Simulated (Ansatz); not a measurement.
# C3H5NSe: the cost of one run

Method: RKS PBE0-D4/def2-SVP, in Ansatz 0.2.0.

### 1 The system as given

Bond lengths: C1–C2 1.308 Å, C2–Se3 1.896 Å, Se3–C4 1.886 Å, C4–N5 1.292 Å, C1–H6 1.108 Å, C1–H7 1.096 Å, C2–H8 1.052 Å, C4–H9 1.152 Å, N5–H10 1.041 Å. Angles: C1–C2–Se3 119.4°, C1–C2–H8 122.7°, Se3–C2–H8 117.8°, C2–C1–H6 119.7°, C2–C1–H7 121.6°, H6–C1–H7 117.9°, C2–Se3–C4 94.5°, Se3–C4–N5 120.2°, Se3–C4–H9 119.7°, N5–C4–H9 119.3°, C4–N5–H10 118.7°.

Coordinates:

```xyz
10

C    -0.6262   -1.4804   -0.9490
C    -0.2051   -1.2922    0.2750
Se    1.4844   -0.4815    0.5638
C     0.7855    1.2625    0.7275
N     0.5820    1.9827   -0.3261
H    -1.6455   -1.8770   -1.1232
H    -0.0714   -1.0965   -1.8124
H    -0.7468   -1.6124    1.1183
H     0.3746    1.6194    1.7426
H     0.1514    2.9242   -0.2135
```

### 2 End point A

The input, input.yaml:

```yaml
crystal:
  periodic: [false, false, false]
  atoms:
    - { symbol: C, position_ang: [-0.6262, -1.4804, -0.949] }
    - { symbol: C, position_ang: [-0.2051, -1.2922, 0.275] }
    - { symbol: Se, position_ang: [1.4844, -0.4815, 0.5638] }
    - { symbol: C, position_ang: [0.7855, 1.2625, 0.7275] }
    - { symbol: "N", position_ang: [0.582, 1.9827, -0.3261] }
    - { symbol: H, position_ang: [-1.6455, -1.877, -1.1232] }
    - { symbol: H, position_ang: [-0.0714, -1.0965, -1.8124] }
    - { symbol: H, position_ang: [-0.7468, -1.6124, 1.1183] }
    - { symbol: H, position_ang: [0.3746, 1.6194, 1.7426] }
    - { symbol: H, position_ang: [0.1514, 2.9242, -0.2135] }
basis:
  gaussian: { orbitals: def2-SVP }
hamiltonian:
  xc: pbe0
  dispersion: d4
relax:
  f_tol: 0.02
  max_steps: 50
```

Started as:

```
ansatz run input.yaml --threads 2 --pin off --max-ram 3072MiB --backend cpu --events-out ev --progress --plain --runs-dir out
```

What time and memory should one allow on 2 threads of Intel Xeon Platinum 8488C (Sapphire Rapids), shared host?

About 70 s, with a peak of 0.3 GiB.
